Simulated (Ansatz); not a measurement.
# C3H9NSi: the cost of one run

Method: UHF/STO-3G, in Ansatz 0.2.0.

## Step 1: The system as given

Bond lengths: C1–C2 1.448 Å, C2–C3 1.329 Å, C3–N4 1.478 Å, N4–Si5 1.629 Å, C1–H6 1.172 Å, C1–H7 1.070 Å, C1–H8 1.085 Å, C2–H9 1.075 Å, C3–H10 1.072 Å, N4–H11 0.977 Å, Si5–H12 1.456 Å, Si5–H13 1.533 Å, Si5–H14 1.470 Å. Angles (14 of 21 angles, heavy atoms first): C1–C2–C3 124.5°, C2–C3–N4 124.3°, C3–N4–Si5 130.9°, C1–C2–H9 115.5°, C3–C2–H9 120.0°, C2–C1–H6 111.0°, C2–C1–H7 112.5°, C2–C1–H8 110.7°, C2–C3–H10 122.9°, N4–C3–H10 112.7°, C3–N4–H11 109.8°, Si5–N4–H11 118.8°, N4–Si5–H12 109.8°, N4–Si5–H13 109.7°.

As a file:

```xyz
14

C    -2.1916   -1.4034   -0.2120
C    -0.7709   -1.1519   -0.0915
C    -0.2266    0.0554    0.0196
N     1.2238    0.3067    0.1579
Si    2.0667    1.7001    0.1819
H    -2.7964   -0.3999   -0.2105
H    -2.5767   -1.9796    0.6028
H    -2.4213   -1.8525   -1.1727
H    -0.1479   -2.0272   -0.0539
H    -0.8081    0.9550    0.0673
H     1.7120   -0.5376    0.1025
H     2.3850    2.1068   -1.1789
H     1.2448    2.7902    0.8792
H     3.2943    1.4086    0.9370
```

## Step 2: Preparing the start

The input, input.yaml:

```yaml
crystal:
  periodic: [false, false, false]
  atoms:
    - { symbol: C, position_ang: [-2.1916, -1.4034, -0.212] }
    - { symbol: C, position_ang: [-0.7709, -1.1519, -0.0915] }
    - { symbol: C, position_ang: [-0.2266, 0.0554, 0.0196] }
    - { symbol: "N", position_ang: [1.2238, 0.3067, 0.1579] }
    - { symbol: Si, position_ang: [2.0667, 1.7001, 0.1819] }
    - { symbol: H, position_ang: [-2.7964, -0.3999, -0.2105] }
    - { symbol: H, position_ang: [-2.5767, -1.9796, 0.6028] }
    - { symbol: H, position_ang: [-2.4213, -1.8525, -1.1727] }
    - { symbol: H, position_ang: [-0.1479, -2.0272, -0.0539] }
    - { symbol: H, position_ang: [-0.8081, 0.955, 0.0673] }
    - { symbol: H, position_ang: [1.712, -0.5376, 0.1025] }
    - { symbol: H, position_ang: [2.385, 2.1068, -1.1789] }
    - { symbol: H, position_ang: [1.2448, 2.7902, 0.8792] }
    - { symbol: H, position_ang: [3.2943, 1.4086, 0.937] }
magnetization:
  spin_polarized: true
basis:
  gaussian: { orbitals: STO-3G }
hamiltonian:
  xc: hf
relax:
  f_tol: 0.02
  max_steps: 40
```

Run with:

```bash
$ ansatz run input.yaml --threads 1 --pin off --max-ram 2048MiB --backend cpu --events-out ev --progress --plain --runs-dir out
```

**Question.** How long does this run take on 1 thread of Arm Neoverse V2, shared host, and how much memory does it need?

About 16 s, with a peak of 0.1 GiB.
